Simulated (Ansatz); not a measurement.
**C₂H₉N₂Nb: how energies converge with the basis set**

An exercise on one series of results from a longer session: the logs are not shown, and one member is left open.

Method: one geometry, several basis sets; program: Ansatz 0.2.0, Gaussian basis.

Levels to be run: PBE0-D4/def2-SVP; ωB97M-V/def2-SVP; PBE0-D4/def2-QZVPP; ωB97M-V/def2-QZVPP; the functionals' def2-TZVPP values are taken from earlier runs.

## Structure used throughout

The geometry comes from an earlier relaxation with PBE0-D4 in a triple-zeta def2 set; it is a stationary point, not always the lowest conformer. Nb takes the def2 core potential; no spin-orbit term is included.

SMILES `[CH3][Nb]([CH3])(=[NH])[NH2]`, 14 atoms, charge 0, spin multiplicity 1.

Atoms are counted from 1 here; the program's logs count them from 0.

Bond lengths: C1–Nb2 2.168 Å, C1–H6 1.093 Å, C1–H7 1.098 Å, C1–H8 1.098 Å, Nb2–C3 2.168 Å, Nb2–N4 1.743 Å, Nb2–N5 1.970 Å, C3–H9 1.098 Å, C3–H10 1.093 Å, C3–H11 1.098 Å, N4–H12 1.008 Å, N5–H13 1.008 Å, N5–H14 1.013 Å. Angles: Nb2–C1–H6 114.1°, Nb2–C1–H7 108.7°, Nb2–C1–H8 110.2°, H6–C1–H7 107.5°, H6–C1–H8 108.2°, H7–C1–H8 107.9°, C1–Nb2–C3 110.7°, C1–Nb2–N4 107.3°, C1–Nb2–N5 112.1°, C3–Nb2–N4 107.3°, C3–Nb2–N5 112.1°, N4–Nb2–N5 107.1°, Nb2–C3–H9 108.7°, Nb2–C3–H10 114.1°, Nb2–C3–H11 110.2°, H9–C3–H10 107.5°, H9–C3–H11 107.9°, H10–C3–H11 108.2° and more.

The first run:

Contents of in.yaml:

```yaml
crystal:
  periodic: [false, false, false]
  atoms:
    - {symbol: C, position_ang: [-1.993858, 0.100346, -0.240209]}
    - {symbol: Nb, position_ang: [0.153250, 0.288590, -0.003835]}
    - {symbol: C, position_ang: [0.966385, -1.442832, 1.017088]}
    - {symbol: N, position_ang: [0.443377, 1.673820, 1.013087]}
    - {symbol: N, position_ang: [1.059386, 0.629489, -1.719428]}
    - {symbol: H, position_ang: [-2.484640, 1.009449, -0.596041]}
    - {symbol: H, position_ang: [-2.434351, -0.154117, 0.732283]}
    - {symbol: H, position_ang: [-2.227596, -0.712707, -0.940518]}
    - {symbol: H, position_ang: [0.377988, -1.623600, 1.925798]}
    - {symbol: H, position_ang: [2.011160, -1.333743, 1.317834]}
    - {symbol: H, position_ang: [0.883873, -2.332377, 0.378340]}
    - {symbol: H, position_ang: [0.601165, 2.467274, 1.614872]}
    - {symbol: H, position_ang: [1.596135, 1.439033, -1.989703]}
    - {symbol: H, position_ang: [1.034925, -0.037927, -2.480769]}
basis:
  gaussian: {orbitals: def2-SVP}
hamiltonian: {xc: pbe0, dispersion: d4}
output: {orbitals: {seedname: orbitals}}
```

Command:

```
> ansatz run in.yaml --threads 4 --pin off --events-out ev --progress --plain --max-ram 11315MiB
```

Among the steps run: PBE0-D4 in def2-SVP; ωB97M-V in def2-SVP; PBE0-D4 in def2-QZVPP; ωB97M-V in def2-QZVPP.

One of the session's tables, all rows but one given; the rest of the session is left out.

It belongs to the step «Density functionals: the series». 

| functional | basis | HOMO (eV) |
| --- | --- | --- |
| PBE0-D4 | def2-SVP | -6.93 |
| PBE0-D4 | def2-TZVPP | ? |
| PBE0-D4 | def2-QZVPP | -7.06 |
| ωB97M-V | def2-SVP | -9.27 |
| ωB97M-V | def2-TZVPP | -9.36 |
| ωB97M-V | def2-QZVPP | -9.40 |

Q: Estimate the row for PBE0-D4, def2-TZVPP from the others.

As computed: HOMO (eV): -7.02. In the column «HOMO (eV)» it lies between PBE0-D4, def2-QZVPP (-7.06) and PBE0-D4, def2-SVP (-6.93).
